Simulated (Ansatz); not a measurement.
**Al2Br2Cl2H2: how energies converge with the basis set**

An exercise on one series of results from a longer session: the logs are not shown, and one member is left open.

Computed with Ansatz 0.2.0, Gaussian basis. Level: one geometry, several basis sets.

Levels to be run: PBE0-D4/def2-SVP; ωB97M-V/def2-SVP; PBE0-D4/def2-QZVPP; ωB97M-V/def2-QZVPP; the functionals' def2-TZVPP values are taken from earlier runs.

## The geometry

An earlier PBE0-D4 in a triple-zeta def2 set relaxation fixed the geometry.

SMILES `[Cl][Al@H-]1[Br+][Al@@H-]([Cl])[Br+]1`, 8 atoms, charge 0, spin multiplicity 1.

Atoms are counted from 1 here; the program's logs count them from 0.

Bond lengths: Cl1–Al2 2.091 Å, Al2–Br3 2.446 Å, Al2–Br6 2.446 Å, Al2–H7 1.564 Å, Br3–Al4 2.446 Å, Al4–Cl5 2.091 Å, Al4–Br6 2.446 Å, Al4–H8 1.564 Å. Angles: Cl1–Al2–Br3 108.5°, Cl1–Al2–Br6 108.5°, Cl1–Al2–H7 123.3°, Br3–Al2–Br6 93.3°, Br3–Al2–H7 109.5°, Br6–Al2–H7 109.5°, Al2–Br3–Al4 86.7°, Br3–Al4–Cl5 108.5°, Br3–Al4–Br6 93.3°, Br3–Al4–H8 109.5°, Cl5–Al4–Br6 108.5°, Cl5–Al4–H8 123.3°, Br6–Al4–H8 109.5°, Al2–Br6–Al4 86.7°.

As a file:

```xyz
8

Cl    1.8996   -0.0738   -2.5004
Al    1.6268   -0.0451   -0.4275
Br    0.0065   -1.7779    0.1667
Al   -1.5475    0.0453    0.6591
Cl   -3.0336    0.0665   -0.8116
Br    0.0944    1.7784    0.1280
H     2.8104   -0.0631    0.5940
H    -1.8566    0.0697    2.1917
```

The first run:

in.yaml

```yaml
crystal:
  periodic: [false, false, false]
  atoms:
    - {symbol: Cl, position_ang: [1.899639, -0.073846, -2.500366]}
    - {symbol: Al, position_ang: [1.626754, -0.045064, -0.427507]}
    - {symbol: Br, position_ang: [0.006468, -1.777924, 0.166683]}
    - {symbol: Al, position_ang: [-1.547460, 0.045268, 0.659107]}
    - {symbol: Cl, position_ang: [-3.033600, 0.066546, -0.811594]}
    - {symbol: Br, position_ang: [0.094413, 1.778371, 0.127950]}
    - {symbol: H, position_ang: [2.810373, -0.063078, 0.594050]}
    - {symbol: H, position_ang: [-1.856577, 0.069736, 2.191656]}
basis:
  gaussian: {orbitals: def2-SVP}
hamiltonian: {xc: pbe0, dispersion: d4}
output: {orbitals: {seedname: orbitals}}
```

Started as:

```
> ansatz run in.yaml --threads 4 --pin off --events-out ev --progress --plain --max-ram 11315MiB
```

Steps of the session up to this table: PBE0-D4 in def2-SVP; ωB97M-V in def2-SVP; PBE0-D4 in def2-QZVPP; ωB97M-V in def2-QZVPP.

One of the session's tables, all rows but one given; the rest of the session is left out.

It belongs to the step «Density functionals: the series». 

| functional | basis | HOMO (eV) |
| --- | --- | --- |
| PBE0-D4 | def2-SVP | -8.97 |
| PBE0-D4 | def2-TZVPP | ? |
| PBE0-D4 | def2-QZVPP | -9.02 |
| ωB97M-V | def2-SVP | -11.10 |
| ωB97M-V | def2-TZVPP | -11.19 |
| ωB97M-V | def2-QZVPP | -11.21 |

Estimate the missing values for PBE0-D4, def2-TZVPP.

The run gave: HOMO (eV): -9.00. In the column «HOMO (eV)» it lies between PBE0-D4, def2-QZVPP (-9.02) and PBE0-D4, def2-SVP (-8.97).
